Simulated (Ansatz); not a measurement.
# MgGaH3 (SMILES [MgH][GaH2]): functionals against CCSD(T) at one geometry

The task here is to estimate one member of a computed series from the others.

Program: Ansatz 0.2.0, Gaussian basis. Level of theory: single points in def2-TZVPP. These are calculated values, not measurements.

Cores are frozen in the correlated methods. Filled d shells of the heavier atoms are correlated. The outer core shell of Li, Na, Mg and K is correlated.

### The system as given

SMILES `[MgH][GaH2]`, 5 atoms, charge 0, spin multiplicity 1.

Atoms are counted from 1 here; the program's logs count them from 0.

Bond lengths: Mg1–H3 1.726 Å, Ga2–H4 1.828 Å, Ga2–H5 1.812 Å. Angles: H4–Ga2–H5 96.5°.

Geometry (Å):

```xyz
5
GaH3Mg
Mg    0.19050   -1.27790    1.27920
Ga   -0.45810    0.87870   -0.12420
H     1.05710   -2.75970    1.10340
H    -1.45790    0.90990   -1.65430
H     0.63570    2.25390   -0.56760
```

The first run:

File run/in.yaml:

```yaml
crystal:
  periodic: [false, false, false]
  atoms:
    - {symbol: Mg, position_ang: [0.190500, -1.277900, 1.279200]}
    - {symbol: Ga, position_ang: [-0.458100, 0.878700, -0.124200]}
    - {symbol: H, position_ang: [1.057100, -2.759700, 1.103400]}
    - {symbol: H, position_ang: [-1.457900, 0.909900, -1.654300]}
    - {symbol: H, position_ang: [0.635700, 2.253900, -0.567600]}
basis:
  gaussian: {orbitals: def2-TZVPP}
correlation: {method: ccsd_t}
output: {forces: true}
```

No record of the launch command was kept for these runs.

Steps of the session up to this table: CCSD(T)/def2-TZVPP; PBE0-D4/def2-TZVPP; wB97M-V/def2-TZVPP; r2SCAN-D4/def2-TZVPP; PBE-D4/def2-TZVPP; CAM-B3LYP-D4/def2-TZVPP; BHLYP-D4/def2-TZVPP.

One table of the session follows, with a row left open; its other results are not shown here.

```
      method  RMS force component (eV/Å)  angle to CCSD(T) forces (°)  dipole (D)
     CCSD(T)                       0.991                    reference        4.24
     PBE0-D4                       0.975                          1.8        4.09
     wB97M-V                       1.018                          1.3        4.37
   r2SCAN-D4                       0.973                          1.9        4.11
      PBE-D4                       0.875                          3.5        3.83
CAM-B3LYP-D4                       1.016                          1.0        4.27
    BHLYP-D4                           ?                            ?           ?
```

Estimate the missing values for BHLYP-D4.

**Answer.** RMS force component (eV/Å): 1.038; angle to CCSD(T) forces (°): 1.9; dipole (D): 4.37. In the column «RMS force component (eV/Å)» it is the highest.
